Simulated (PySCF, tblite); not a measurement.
**H₁₁NOSi₄: geometry, infrared bands and NMR shifts**

What infrared bands and NMR shifts should H₁₁NOSi₄ (`[SiH3]O[SiH2]N[SiH2][SiH3]`) show?

Programs: tblite 0.8.0 and PySCF 2.14.0, with density-fitted response routines of our own. Each step states its level of theory. These are calculated values for one molecule in the gas phase, unless marked as measured. Atoms count from 0, in the outputs and in this text.

## 1. The molecule as given

17 atoms, charge 0, multiplicity 1; geometry from: force field or distance geometry start.

Bonds of the start (Å): Si0–O1 1.72, O1–Si2 1.71, Si2–N3 1.78, N3–Si4 1.76, Si4–Si5 2.23, Si0–H6 1.48, Si0–H7 1.47, Si0–H8 1.46, Si2–H9 1.47, Si2–H10 1.47, N3–H11 1.05, Si4–H12 1.46, Si4–H13 1.48, Si5–H14 1.46, Si5–H15 1.47, Si5–H16 1.47.

## 2. Optimising the geometry with GFN2-xTB

What the job is given:

```
{"job": {"kind": "relax", "xc": "GFN2-xTB", "basis": "xTB"}, "charge": 0, "multiplicity": 1}
Si     3.247900    -0.472600    -0.666100
O      1.669000     0.174600    -0.416100
Si     0.976800    -0.402500     1.036900
N     -0.566000     0.383700     1.446500
Si    -1.379700     1.182400     0.108700
Si    -3.246300     0.060700    -0.362600
H      3.897600     0.155800    -1.838400
H      3.213700    -1.915300    -0.963400
H      4.137900    -0.311100     0.477100
H      1.923800    -0.099100     2.125400
H      0.760300    -1.847100     0.920100
H     -1.213500    -0.353900     1.829000
H     -0.528100     1.401900    -1.053300
H     -1.783000     2.518600     0.586000
H     -3.355800    -0.310800    -1.769600
H     -3.365000    -1.089900     0.549600
H     -4.396400     0.936500    -0.071300
```

The run is started by

```bash
$ OMP_NUM_THREADS=1 python probes_run.py task.json out
```

This one command runs all jobs of the session in turn.

**Question.** This job is followed by: GFN2-xTB harmonic vibrations, gas phase; GIAO PBE0/pcSseg-1 NMR shielding, non-relativistic, gas phase. Predict these results of the whole session: strongest single infrared mode (GFN2-xTB); zero-point energy (GFN2-xTB); 1H shifts against TMS (PBE0/pcSseg-1, means over atoms taken as alike); 29Si shifts against TMS (PBE0/pcSseg-1); 17O shifts against H2O (PBE0/pcSseg-1); 15N shifts against NH3 (PBE0/pcSseg-1).

**Answer**, as computed:

```
                                                              quantity                             value
                             strongest single infrared mode (GFN2-xTB)              798 cm⁻¹, 834 km/mol
                                          zero-point energy (GFN2-xTB)                     62.9 kcal/mol
1H shifts against TMS (PBE0/pcSseg-1, means over atoms taken as alike)  5.27, 5.26, 5.08, 3.64, 0.03 ppm
                               29Si shifts against TMS (PBE0/pcSseg-1)   -36.2, -44.6, -53.2, -121.3 ppm
                                17O shifts against H2O (PBE0/pcSseg-1)                          30.9 ppm
                                15N shifts against NH3 (PBE0/pcSseg-1)                          15.7 ppm
```

Over 275 steps the energy fell by 1.113 eV; of the close pairs, Si0–O1 changed most, 1.725 to 1.616 Å. The lowest mode is imaginary (44i cm⁻¹), so the xTB geometry is not a minimum. The strongest single mode, at 798 cm⁻¹, is spread over many atoms; the largest shares are those of H8, H9. Unscaled tight-binding wavenumbers are off by several per cent, some by more. Its intensities can rank the bands wrongly. At PBE0/pcSseg-1: The widest tensor belongs to O1: span 138 ppm, with a paramagnetic part of -95 ppm.
